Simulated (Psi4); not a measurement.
# AlH3Br− (SMILES [AlH3-][Br]) at TPSS/def2-TZVP

Aim: the energy change on altering one bond length of AlH3Br− at TPSS/def2-TZVP, from 2 runs. 

Program for the calculation: Psi4 1.11.

6 further runs of the same task are left out: 6 that didn't finish.

### 1 The structure to begin with

AlH3Br−: 5 atoms, total charge -1, spin state singlet. As SMILES, `[AlH3-][Br]`. Geometry: a GFN2-xTB relaxation, a rough one for these elements and not checked as a minimum.

Bond lengths: Al1–Br2 2.304 Å, Al1–H3 1.604 Å, Al1–H4 1.604 Å, Al1–H5 1.604 Å. Angles: Br2–Al1–H3 106.9°, Br2–Al1–H4 106.9°, Br2–Al1–H5 106.9°, H3–Al1–H4 112.0°, H3–Al1–H5 111.9°, H4–Al1–H5 111.9°.

### 2 Energy and forces at TPSS/def2-TZVP

Contents of albrh3.py:

```python
import psi4

psi4.set_memory(1600000000)
psi4.set_num_threads(1)
psi4.set_output_file('output.dat', False)

m = psi4.geometry("""
-1 1
Al
Br 1 2.304403
H 1 1.604056 2 106.94297
H 1 1.603931 3 111.96225 2 116.73852
H 1 1.604055 4 111.90552 3 -126.52665
symmetry c1
no_reorient
no_com
""")

options = {'basis': 'def2-TZVP', 'puream': True, 'e_convergence': 1e-09, 'd_convergence': 1e-08, 'scf_type': 'pk', 'dft_radial_points': 99, 'dft_spherical_points': 590}
psi4.set_options(options)

result, w = psi4.gradient("tpss", return_wfn=True)
psi4.oeprop(w, "DIPOLE", "MULLIKEN_CHARGES", "LOWDIN_CHARGES", title="TPSS")
print('gradient / Eh bohr^-1')
print(result.np.round(6))
print(f'energy = {w.energy():.10f} Eh')
for k, v in sorted(psi4.core.scalar_variables().items()):
    print(f'{k:45s} {v:18.10f}')
```

Launch:

```console
python albrh3.py
```

output.dat (excerpt; [...] marks lines left out):

```text
[...]
  Running in c1 symmetry.
[...]
  Nuclear repulsion =  135.491164928514365
[...]
  Multiplicity = 1
[...]
  Nalpha       = 26
  Nbeta        = 26
[...]
    Number of basis functions: 103
[...]
   @RKS iter   1: -2817.96700465384220   -1.33397e+00   1.60118e-02 ADIIS/DIIS
[...]
   @RKS iter  10: -2818.44120211397740   -2.77396e-11   3.98739e-09 DIIS
[...]
    Orbital Energies [Eh]
    ---------------------
    Doubly Occupied:
       1A   -481.514509     2A    -61.733093     3A    -55.565883
       4A    -55.564817     5A    -55.564817     6A    -55.389520
       7A     -8.264606     8A     -6.104295     9A     -6.100879
      10A     -6.100877    11A     -3.757799    12A     -2.328936
      13A     -2.324651    14A     -2.324646    15A     -2.272159
      16A     -2.271091    17A     -2.271091    18A     -2.268459
      19A     -2.268458    20A     -0.507972    21A     -0.191803
      22A     -0.101980    23A     -0.094273    24A     -0.094240
      25A     -0.053338    26A     -0.053280
[...]
  @RKS Final Energy: -2818.44120211397740
   => Energetics <=
    Nuclear Repulsion Energy =            135.4911649285143653
    One-Electron Energy =               -4202.2842135581349794
    Two-Electron Energy =                1359.6094758412589272
    DFT Exchange-Correlation Energy =    -111.2576293256155537
    Empirical Dispersion Energy =           0.0000000000000000
    VV10 Nonlocal Energy =                  0.0000000000000000
    Total Energy =                      -2818.4412021139773969
[...]
  -Total Gradient:
     Atom            X                  Y                   Z
    ------   -----------------  -----------------  -----------------
       1       -0.000055156599     0.000033206863     0.017216245419
       2       -0.000001552829    -0.000026174551    -0.024651994404
       3        0.000033496273    -0.005110558549     0.002458682555
       4        0.004453297353     0.002544292971     0.002499296162
       5       -0.004430583617     0.002560842955     0.002475786783
[...]
 Multipole Moments:
 ------------------------------------------------------------------------------------
     Multipole            Electronic (a.u.)      Nuclear  (a.u.)        Total (a.u.)
 ------------------------------------------------------------------------------------
 L = 1.  Multiply by 2.5417464519 to convert [e a0] to [Debye]
 Dipole X            :         -0.0019390            0.0011157           -0.0008233
 Dipole Y            :          0.0019510           -0.0012313            0.0007198
 Dipole Z            :         11.7823535           -9.8924487            1.8899049
 Magnitude           :                                                    1.8899052
[...]
  Mulliken Charges: (a.u.)
   Center  Symbol    Alpha    Beta     Spin     Total
       1    AL     6.40141  6.40141  0.00000  0.19719
       2    BR    17.75188 17.75188  0.00000 -0.50375
       3     H     0.61557  0.61557  0.00000 -0.23115
       4     H     0.61555  0.61555  0.00000 -0.23110
       5     H     0.61559  0.61559  0.00000 -0.23119
   Total alpha = 26.00000, Total beta = 26.00000, Total charge = -1.00000
  Lowdin Charges: (a.u.)
   Center  Symbol    Alpha    Beta     Spin     Total
       1    AL     6.76803  6.76803  0.00000 -0.53607
[...]
```

Standard output:

```text
Memory set to   1.490 GiB by Python driver.
  Threads set to 1 by Python driver.
gradient / Eh bohr^-1
[[-5.5000e-05  3.3000e-05  1.7216e-02]
 [-2.0000e-06 -2.6000e-05 -2.4652e-02]
 [ 3.3000e-05 -5.1110e-03  2.4590e-03]
 [ 4.4530e-03  2.5440e-03  2.4990e-03]
 [-4.4310e-03  2.5610e-03  2.4760e-03]]
energy = -2818.4412021140 Eh
CURRENT ENERGY                                  -2818.4412021140
CURRENT REFERENCE ENERGY                        -2818.4412021140
DD SOLVATION ENERGY                                 0.0000000000
DFT FUNCTIONAL TOTAL ENERGY                     -2818.4412021140
DFT TOTAL ENERGY                                -2818.4412021140
DFT VV10 ENERGY                                     0.0000000000
DFT XC ENERGY                                    -111.2576293256
GRID ELECTRONS ALPHA                               25.9999996430
GRID ELECTRONS BETA                                25.9999996430
GRID ELECTRONS TOTAL                               51.9999992861
NUCLEAR REPULSION ENERGY                          135.4911649285
ONE-ELECTRON ENERGY                             -4202.2842135581
PCM POLARIZATION ENERGY                             0.0000000000
PE ENERGY                                           0.0000000000
SCF ITERATION ENERGY                            -2818.4412021140
SCF ITERATIONS                                     10.0000000000
SCF TOTAL ENERGY                                -2818.4412021140
TWO-ELECTRON ENERGY                              1359.6094758413
XC GRID RADIAL POINTS                              99.0000000000
XC GRID SPHERICAL POINTS                          590.0000000000
XC GRID TOTAL POINTS                           277910.0000000000
```

Run time: 26 s. Hardware: 1 thread of Intel Xeon 6975P-C (Granite Rapids), shared host; peak memory 0.75 GiB.

### 3 The distorted shape at the same level

Contents of job.inp:

```
memory 1.6 GB

molecule {
  -1 1
  Al     0.825128    -0.012540    -1.047227
  Br    -1.314590     0.020460     1.667290
  H      0.847338     1.476580    -1.643067
  H      0.229708    -1.069610    -2.096357
  H      2.265368    -0.458890    -0.499987
  symmetry c1
}

set globals {
  reference            rks
  puream               true
  e_convergence        1e-09
  d_convergence        1e-08
  scf_type             pk
  dft_radial_points    99
  dft_spherical_points 590
}

E, wfn = gradient('tpss/def2-TZVP', return_wfn=True)
oeprop(wfn, 'LOWDIN_CHARGES', 'MAYER_INDICES', 'QUADRUPOLE', title='TPSS')
```

Launch:

```console
psi4 -i job.inp -o job.out -n 1
```

job.out (excerpt; [...] marks lines left out):

```text
[...]
  Running in c1 symmetry.
[...]
  Nuclear repulsion =   96.310785532587502
[...]
  Multiplicity = 1
[...]
  Nalpha       = 26
  Nbeta        = 26
[...]
    Number of basis functions: 103
[...]
   @RKS iter   1: -2817.87170383100056   -1.52097e+00   1.65506e-02 ADIIS/DIIS
[...]
   @RKS iter  11: -2818.40501781360717   -1.13687e-11   5.67893e-09 DIIS
[...]
  @RKS Final Energy: -2818.40501781360717
   => Energetics <=
    Nuclear Repulsion Energy =             96.3107855325875022
    One-Electron Energy =               -4124.1676496735863111
    Two-Electron Energy =                1320.6119810629825224
    DFT Exchange-Correlation Energy =    -111.1601347355907450
    Empirical Dispersion Energy =           0.0000000000000000
    VV10 Nonlocal Energy =                  0.0000000000000000
    Total Energy =                      -2818.4050178136071736
[...]
  -Total Gradient:
     Atom            X                  Y                   Z
    ------   -----------------  -----------------  -----------------
       1        0.000974917886     0.000000198581    -0.001340576142
       2       -0.012825230919     0.000190645573     0.016273635894
       3        0.004357685460    -0.002249270177    -0.004638349255
       4        0.005246308793     0.001467944607    -0.003958958213
       5        0.002243804882     0.000590856822    -0.006332602084
[...]
 Multipole Moments:
 ------------------------------------------------------------------------------------
     Multipole            Electronic (a.u.)      Nuclear  (a.u.)        Total (a.u.)
 ------------------------------------------------------------------------------------
 L = 1.  Multiply by 2.5417464519 to convert [e a0] to [Debye]
 Dipole X            :         -9.2617814            8.7544387           -0.5073427
 Dipole Y            :          0.1441747           -0.1359424            0.0082323
 Dipole Z            :         11.7460786          -11.1039618            0.6421168
 Magnitude           :                                                    0.8183999
 L = 2.  Multiply by 1.3450342976 to convert [e a0^2] to [Debye ang]
 Quadrupole XX       :       -234.4830044          198.7450651          -35.7379393
 Quadrupole XY       :          2.9357189           -2.8662651            0.0694538
[...]
```

Run time: 26 s. Hardware: 1 thread of Intel Xeon 6975P-C (Granite Rapids), shared host; peak memory 0.76 GiB.

### 4 Results

At TPSS/def2-TZVP:

```
                                                              quantity           value
                                             first shape: total energy  -2818.44120 Eh
                                              first shape: HOMO energy        -1.45 eV
                                              first shape: LUMO energy         4.75 eV
    first shape: HOMO–LUMO gap (to an unbound level, set by the basis)         6.20 eV
                                 first shape: largest force on an atom      1.268 eV/Å
                                         distorted shape: total energy  -2818.40502 Eh
                                          distorted shape: HOMO energy        -1.17 eV
                                          distorted shape: LUMO energy         2.10 eV
distorted shape: HOMO–LUMO gap (to an unbound level, set by the basis)         3.27 eV
                             distorted shape: largest force on an atom      1.066 eV/Å
   energy change with the Al1–Br2 bond stretched from 2.304 to 3.457 Å        0.985 eV
```

With the Al1–Br2 bond stretched from 2.304 to 3.457 Å the energy rises by 0.98 eV (95.0 kJ/mol). The first shape isn't relaxed at this level, so the change isn't measured from a minimum. The largest force (first shape) is 1.27 eV/Å: the shape isn't a stationary point for this species at this level.
